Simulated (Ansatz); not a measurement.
**C3H8F2Si: a ladder of functionals and wavefunction methods**

How much do the methods differ for C3H8F2Si? The plan is to run it at one geometry with functionals of several rungs and with coupled cluster. The yardstick is the atomisation energy at the CCSD(T) limit.

Computed with Ansatz 0.2.0, Gaussian basis. Level: functionals in def2-TZVPP, the program's frozen cores in correlated methods.

Plan: LDA (SPW92), PBE-D4, revPBE-D4, BLYP-D4, r2SCAN-D4, B97M-V, PBE0-D4, B3LYP-D4, r2SCANh-D4, r2SCAN0-D4, HSE06-D4, BHLYP-D4, CAM-B3LYP-D4, LC-ωPBE, ωB97X-V, ωB97M-V, B2PLYP, PBE-QIDH; CCSD(T)/def2-SVP; CCSD(T)/def2-TZVPP; MP2/def2-QZVPP; extrapolation to the limit; RPA on PBE.

1 further run of the same task is left out (it didn't finish).

### 1 Structure used throughout

The geometry comes from an earlier relaxation with PBE0-D4 in a triple-zeta def2 set; it is a stationary point, not always the lowest conformer.

SMILES `CC(C)[SiH](F)F`, 14 atoms, charge 0, spin multiplicity 1.

Atoms are counted from 1 here; the program's logs count them from 0.

Bond lengths: C1–C2 1.528 Å, C1–H7 1.093 Å, C1–H8 1.092 Å, C1–H9 1.094 Å, C2–C3 1.529 Å, C2–Si4 1.854 Å, C2–H10 1.099 Å, C3–H11 1.093 Å, C3–H12 1.094 Å, C3–H13 1.094 Å, Si4–F5 1.593 Å, Si4–F6 1.592 Å, Si4–H14 1.479 Å. Angles: C2–C1–H7 111.1°, C2–C1–H8 112.0°, C2–C1–H9 110.5°, H7–C1–H8 107.8°, H7–C1–H9 107.4°, H8–C1–H9 107.8°, C1–C2–C3 111.8°, C1–C2–Si4 111.9°, C1–C2–H10 108.5°, C3–C2–Si4 110.6°, C3–C2–H10 108.4°, Si4–C2–H10 105.3°, C2–C3–H11 111.1°, C2–C3–H12 110.6°, C2–C3–H13 112.3°, H11–C3–H12 107.4°, H11–C3–H13 107.7°, H12–C3–H13 107.5° and more.

### 2 LDA

This LDA is Slater exchange with PW92 correlation.

File in.yaml:

```yaml
crystal:
  periodic: [false, false, false]
  atoms:
    - {symbol: C, position_ang: [-1.516357, -0.108463, -0.077453]}
    - {symbol: C, position_ang: [-0.089005, 0.049754, 0.445916]}
    - {symbol: C, position_ang: [0.644392, -1.290592, 0.511299]}
    - {symbol: Si, position_ang: [0.880820, 1.276234, -0.551186]}
    - {symbol: F, position_ang: [0.992294, 0.778385, -2.060423]}
    - {symbol: F, position_ang: [0.124095, 2.676639, -0.589352]}
    - {symbol: H, position_ang: [-1.520045, -0.509434, -1.094584]}
    - {symbol: H, position_ang: [-2.054782, 0.841624, -0.091539]}
    - {symbol: H, position_ang: [-2.080021, -0.803915, 0.551373]}
    - {symbol: H, position_ang: [-0.133323, 0.471127, 1.460230]}
    - {symbol: H, position_ang: [0.716567, -1.748018, -0.479250]}
    - {symbol: H, position_ang: [0.108246, -1.991162, 1.157789]}
    - {symbol: H, position_ang: [1.659319, -1.189568, 0.905620]}
    - {symbol: H, position_ang: [2.254999, 1.518188, -0.059638]}
basis:
  gaussian: {orbitals: def2-TZVPP}
hamiltonian: {xc: lda}
output: {orbitals: {seedname: orbitals}}
```

After this run come: PBE-D4 (GGA); revPBE-D4 (GGA); BLYP-D4 (GGA); r2SCAN-D4 (meta-GGA); B97M-V (meta-GGA); PBE0-D4 (hybrid); B3LYP-D4 (hybrid); r2SCANh-D4 (hybrid); r2SCAN0-D4 (hybrid); HSE06-D4 (hybrid); BHLYP-D4 (hybrid); CAM-B3LYP-D4 (range-separated); LC-ωPBE (range-separated); ωB97X-V (range-separated); ωB97M-V (range-separated); B2PLYP (double hybrid); PBE-QIDH (double hybrid); CCSD(T) in def2-SVP; CCSD(T) in def2-TZVPP; MP2 in def2-QZVPP; RPA on PBE orbitals.

Before running them: what should the planned runs give, taken together? Wanted: atomisation energy, CCSD(T)/CBS; farthest beyond LDA; mean size of error, GGA; mean size of error, meta-GGA; mean size of error, hybrid; mean size of error, range-separated; mean size of error, double hybrid; gap, smallest and largest; T1 diagnostic.

**Answer**, as computed:

| quantity | value |
| --- | --- |
| atomisation energy, CCSD(T)/CBS | 58.095 eV |
| functionals within 0.290 eV (0.5 %) | r2SCAN-D4, B97M-V, PBE0-D4, B3LYP-D4, HSE06-D4, CAM-B3LYP-D4, LC-ωPBE, ωB97X-V, ωB97M-V |
| farthest beyond LDA | BHLYP-D4 (-1.553 eV) |
| mean size of error, GGA | 0.601 eV |
| mean size of error, meta-GGA | 0.063 eV |
| mean size of error, hybrid | 0.540 eV |
| mean size of error, range-separated | 0.110 eV |
| mean size of error, double hybrid | 0.540 eV |
| gap, smallest and largest | 6.83 eV (LDA (SPW92)), 14.12 eV (LC-ωPBE) |
| T1 diagnostic | 0.0105 |
| triples share of the correlation energy | 3.2 % |

**Reading.** The LDA atomisation energy is off by 7.365 eV (13 %): it overbinds. PBE-D4 is off by +0.535 eV. Double hybrids carry the basis error of their MP2 part in triple zeta, and no dispersion term here, so their miss is partly the set-up's. The rungs meta-GGA, range-separated miss on average by less than the doubt on the reference (0.290 eV), so they tie. Misses under about 0.290 eV are within the doubt on the reference itself, which lacks core-valence correlation, relativity and higher excitations. Hartree-Fock recovers 76 % of the binding; the rest is correlation. CCSD(T) in def2-SVP is off by -3.084 eV, so the small basis spoils what the method gains. The gap grows from 6.8 to 14.1 eV across the functionals, mostly with the share of exact exchange.
